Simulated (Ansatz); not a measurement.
# C8H10O: the cost of one run

Method: DFT PBE+D3(BJ), Gaussian basis def2-SVP, and further levels as typed in the inputs, in Ansatz 0.2.0.

## Step 1: The starting structure

Bond lengths (14 of 19 bonds, heavy atoms first): C1–O2 1.422 Å, O2–C3 1.368 Å, C3–C4 1.396 Å, C4–C5 1.397 Å, C5–C6 1.398 Å, C6–C7 1.500 Å, C6–C8 1.399 Å, C3–C9 1.395 Å, C8–C9 1.400 Å, C1–H10 1.095 Å, C1–H11 1.095 Å, C1–H12 1.094 Å, C4–H13 1.087 Å, C5–H14 1.087 Å. Angles (14 of 31 angles, heavy atoms first): C1–O2–C3 116.8°, O2–C3–C4 114.7°, O2–C3–C9 126.1°, C4–C3–C9 119.2°, C3–C4–C5 120.7°, C4–C5–C6 120.3°, C5–C6–C7 120.5°, C5–C6–C8 118.9°, C7–C6–C8 120.5°, C6–C8–C9 120.7°, C3–C9–C8 120.2°, O2–C1–H10 111.2°, O2–C1–H11 111.1°, O2–C1–H12 107.8°.

As a file:

```xyz
19

C     3.3109   -0.6529   -0.1279
O     2.4795    0.4831   -0.3266
C     1.1340    0.2990   -0.1643
C     0.3595    1.4438   -0.3627
C    -1.0304    1.3978   -0.2287
C    -1.6662    0.2019    0.1177
C    -3.1603    0.1387    0.2297
C    -0.8901   -0.9479    0.3016
C     0.5024   -0.8995    0.1667
H     3.2306   -1.0269    0.8981
H     3.0848   -1.4397   -0.8552
H     4.3475   -0.3406   -0.2877
H     0.8432    2.3808   -0.6270
H    -1.6097    2.3027   -0.3961
H    -3.5982   -0.1100   -0.7418
H    -3.4654   -0.6182    0.9600
H    -3.5678    1.0975    0.5669
H    -1.3650   -1.8938    0.5531
H     1.0606   -1.8159    0.3241
```

## Step 2: Relaxing the atoms: C8H10O

input.yaml

```yaml
relax:
  f_tol: 0.01
  max_steps: 200
crystal:
  periodic: [false, false, false]
  atoms:
    - { symbol: C, position_ang: [3.310938, -0.652931, -0.127927] }
    - { symbol: O, position_ang: [2.479546, 0.483131, -0.3266] }
    - { symbol: C, position_ang: [1.133963, 0.299017, -0.164309] }
    - { symbol: C, position_ang: [0.359462, 1.443804, -0.362697] }
    - { symbol: C, position_ang: [-1.030395, 1.397832, -0.228707] }
    - { symbol: C, position_ang: [-1.666193, 0.20193, 0.117664] }
    - { symbol: C, position_ang: [-3.160278, 0.138659, 0.229734] }
    - { symbol: C, position_ang: [-0.890088, -0.947922, 0.301631] }
    - { symbol: C, position_ang: [0.50244, -0.899474, 0.166748] }
    - { symbol: H, position_ang: [3.230617, -1.026928, 0.898137] }
    - { symbol: H, position_ang: [3.084783, -1.439697, -0.855208] }
    - { symbol: H, position_ang: [4.347462, -0.340586, -0.287702] }
    - { symbol: H, position_ang: [0.843224, 2.380841, -0.627014] }
    - { symbol: H, position_ang: [-1.609718, 2.30269, -0.396083] }
    - { symbol: H, position_ang: [-3.598215, -0.10999, -0.741811] }
    - { symbol: H, position_ang: [-3.465379, -0.618174, 0.96003] }
    - { symbol: H, position_ang: [-3.567777, 1.097549, 0.566938] }
    - { symbol: H, position_ang: [-1.364977, -1.893819, 0.553067] }
    - { symbol: H, position_ang: [1.060585, -1.815932, 0.324109] }
basis:
  gaussian: { orbitals: def2-SVP }
hamiltonian:
  xc: pbe
  dispersion: d3bj
```

Launch:

```bash
$ ansatz run input.yaml --threads 2 --pin off --max-ram 6144MiB --backend cpu --events-out ev --progress --plain --runs-dir out
```

**Question.** How long does this run take on 2 threads of Intel Xeon 6975P-C (Granite Rapids), shared host, and how much memory does it need?

About 16 s, with a peak of 0.27 GiB.
